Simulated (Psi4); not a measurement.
# InCl2O (SMILES [O][In]([Cl])[Cl]) at UMP2/def2-SVPD (core potential)

Aim: the vertical electron affinity of InCl2O at UMP2/def2-SVPD (core potential), from 2 runs. 

The results are computed with Psi4 1.11.

13 further runs of the same task are left out: 10 that didn't finish, 3 set aside as unsound or not needed.

## (1) The structure to begin with

The species is InCl2O (4 atoms), meant as a doublet with charge 0. As SMILES, `[O][In]([Cl])[Cl]`. The coordinates come from a PBE0-D4/def2-TZVP relaxation.

Bond lengths: O1–In2 1.989 Å, In2–Cl3 2.293 Å, In2–Cl4 2.293 Å. Angles: O1–In2–Cl3 119.2°, O1–In2–Cl4 119.2°, Cl3–In2–Cl4 121.6°.

## (2) The energy at UMP2/def2-SVPD (core potential)

Contents of cl2ino.in:

```
memory 2200 mb

molecule {
  0 2
  O      0.606300     1.014000     1.667600
  In     0.031700     0.016000     0.045400
  Cl     0.741600    -2.145000    -0.248200
  Cl    -1.324100     1.054700    -1.485200
  symmetry c1
  no_reorient
  no_com
}

set {
  basis           def2-SVPD
  reference       uhf
  puream          true
  e_convergence   1e-09
  d_convergence   1e-08
  scf_type        pk
  num_frozen_docc 15
  mp2_type        conv
  maxiter         100
}

energy_value, wavefunction = energy("mp2", return_wfn=True)
print_variables()
```

Started as:

```
$ psi4 -i cl2ino.in -o cl2ino.out -n 1
```

cl2ino.out:

```text
[...]
    !!!  WARNING: ECP capability is in beta. Please check occupations closely.  !!!
[...]
  Running in c1 symmetry.
[...]
  Nuclear repulsion =  286.555074893542837
[...]
  Multiplicity = 2
[...]
  Nalpha       = 32
  Nbeta        = 31
[...]
    Number of basis functions: 109
[...]
   @UHF iter   1: -1182.19884653970485   -1.19741e+00   7.51939e-03 ADIIS/DIIS
[...]
   @UHF iter  26: -1182.80382847210967   -9.70886e-11   8.85505e-09 DIIS
[...]
   @S^2 Observed:                7.638855442E-01
[...]
    Orbital Energies [Eh]
    ---------------------
    Alpha Occupied:
       1A   -104.815908     2A   -104.815893     3A    -20.630478
       4A    -10.576311     5A    -10.576301     6A     -8.050742
       7A     -8.050729     8A     -8.048463     9A     -8.048453
      10A     -8.048315    11A     -8.048305    12A     -5.477811
      13A     -3.739024    14A     -3.735395    15A     -3.732309
      16A     -1.327637    17A     -1.152284    18A     -1.150960
      19A     -1.123877    20A     -1.121345    21A     -1.109303
      22A     -1.067664    23A     -1.058258    24A     -0.648876
      25A     -0.616091    26A     -0.554181    27A     -0.544146
      28A     -0.512678    29A     -0.491500    30A     -0.481990
      31A     -0.479966    32A     -0.475783
[...]
  @UHF Final Energy: -1182.80382847210967
   => Energetics <=
    Nuclear Repulsion Energy =            286.5550748935428373
    One-Electron Energy =               -2279.0737072128513319
    Two-Electron Energy =                 809.7148038471989366
    Total Energy =                      -1182.8038284721094442
  UHF NO Occupations:
  HONO-2 :   30  A 1.9985182
  HONO-1 :   31  A 1.9960593
[...]
 Multipole Moments:
 ------------------------------------------------------------------------------------
     Multipole            Electronic (a.u.)      Nuclear  (a.u.)        Total (a.u.)
 ------------------------------------------------------------------------------------
 L = 1.  Multiply by 2.5417464519 to convert [e a0] to [Debye]
 Dipole X            :          8.2383285           -8.2890947           -0.0507661
 Dipole Y            :         18.9741586          -19.0618564           -0.0876978
 Dipole Z            :         28.5312365          -28.6739483           -0.1427118
 Magnitude           :                                                    0.1750279
[...]
	SCS-MP2 Total Energy (a.u.)        : -1183.30185368810089
	SOS-MP2 Total Energy (a.u.)        : -1183.29185786304311
	SCSN-MP2 Total Energy (a.u.)       : -1183.05482144257780
[...]
	SOS-PI-MP2 Total Energy (a.u.)     : -1183.32939858542272
[...]
	MP2 Total Energy (a.u.)            : -1183.32184533821624
[...]
```

Wall time 17 s (1 thread of Intel Xeon Platinum 8259CL at 2.50GHz (Skylake/Cascade Lake), shared host); peak memory 0.78 GiB.

## (3) The singlet anion at the same level

Contents of job.py:

```python
import psi4

psi4.set_memory(2200000000)
psi4.set_num_threads(1)
psi4.set_output_file('psi4.out', False)

mol = psi4.geometry("""
-1 1
O      1.14574095     1.91618229     3.15130729
In     0.05990432     0.03023562     0.08579357
Cl     1.40142089    -4.05346254    -0.46903002
Cl    -2.50218636     1.99309414    -2.80662124
units au
symmetry c1
""")

psi4.set_options({
    'basis': 'def2-SVPD',
    'puream': True,
    'e_convergence': 1e-09,
    'd_convergence': 1e-08,
    'scf_type': 'pk',
    'num_frozen_docc': 15,
    'mp2_type': 'conv',
})

e, wfn = psi4.energy("mp2", return_wfn=True)
print('E =', round(e, 9))
```

Started as:

```
$ python job.py
```

psi4.out:

```text
[...]
    !!!  WARNING: ECP capability is in beta. Please check occupations closely.  !!!
[...]
  Running in c1 symmetry.
[...]
  Nuclear repulsion =  286.555074981075961
[...]
  Multiplicity = 1
[...]
  Nalpha       = 32
  Nbeta        = 32
[...]
    Number of basis functions: 109
[...]
   @RHF iter   1: -1182.49347612959696   -1.49779e+00   7.56451e-03 ADIIS/DIIS
[...]
   @RHF iter  14: -1182.83618927562475   -2.43290e-11   8.73162e-09 DIIS
[...]
    Orbital Energies [Eh]
    ---------------------
    Doubly Occupied:
       1A   -104.641205     2A   -104.641189     3A    -20.286448
       4A    -10.402841     5A    -10.402830     6A     -7.877265
       7A     -7.877251     8A     -7.875330     9A     -7.875318
      10A     -7.875147    11A     -7.875135    12A     -5.246471
      13A     -3.507138    14A     -3.504461    15A     -3.497436
      16A     -0.952755    17A     -0.950347    18A     -0.947520
      19A     -0.894037    20A     -0.887427    21A     -0.872643
      22A     -0.859181    23A     -0.839102    24A     -0.412273
      25A     -0.350371    26A     -0.328244    27A     -0.324976
      28A     -0.315837    29A     -0.310329    30A     -0.193387
      31A     -0.188884    32A     -0.181207
[...]
  @RHF Final Energy: -1182.83618927562475
   => Energetics <=
    Nuclear Repulsion Energy =            286.5550749810759612
    One-Electron Energy =               -2292.3945652215734299
    Two-Electron Energy =                 823.0033009648727784
    Total Energy =                      -1182.8361892756247471
[...]
 Multipole Moments:
 ------------------------------------------------------------------------------------
     Multipole            Electronic (a.u.)      Nuclear  (a.u.)        Total (a.u.)
 ------------------------------------------------------------------------------------
 L = 1.  Multiply by 2.5417464519 to convert [e a0] to [Debye]
 Dipole X            :          3.4453867           -4.1223022           -0.6769155
 Dipole Y            :          5.9898099           -7.1651270           -1.1753171
 Dipole Z            :          9.7354526          -11.6460658           -1.9106132
 Magnitude           :                                                    2.3430808
[...]
	SCS-MP2 Total Energy (a.u.)        : -1183.42254140332784
	SOS-MP2 Total Energy (a.u.)        : -1183.36437368158408
	SCSN-MP2 Total Energy (a.u.)       : -1183.14331484643253
[...]
	SOS-PI-MP2 Total Energy (a.u.)     : -1183.45240441591068
[...]
	MP2 Total Energy (a.u.)            : -1183.45084611248922
[...]
```

The script printed:

```text
E = -1183.450846112
```

It took 13 s on 1 thread of Intel Xeon Platinum 8259CL at 2.50GHz (Skylake/Cascade Lake), shared host; peak memory 0.78 GiB.

## (4) Results

Level: UMP2/def2-SVPD (core potential), 15 core orbitals frozen.

```
                                                                  quantity           value
                                              doublet InCl2O: total energy  -1183.32185 Eh
doublet InCl2O: HOMO energy (Hartree–Fock orbitals) (highest over α and β)       -12.79 eV
 doublet InCl2O: LUMO energy (Hartree–Fock orbitals) (lowest over α and β)         0.06 eV
              doublet InCl2O: correlation energy (15 core orbitals frozen)      -518.0 mEh
                         doublet InCl2O: ⟨S²⟩ of the reference determinant           0.764
                                               singlet anion: total energy  -1183.45085 Eh
                        singlet anion: HOMO energy (Hartree–Fock orbitals)        -4.93 eV
                        singlet anion: LUMO energy (Hartree–Fock orbitals)         4.11 eV
      singlet anion: HOMO–LUMO gap (to an unbound level, set by the basis)         9.04 eV
               singlet anion: correlation energy (15 core orbitals frozen)      -614.7 mEh
                         vertical electron affinity (to the singlet anion)        3.510 eV
```

What this shows: At fixed nuclei the extra electron is bound by 3.51 eV (339 kJ/mol).
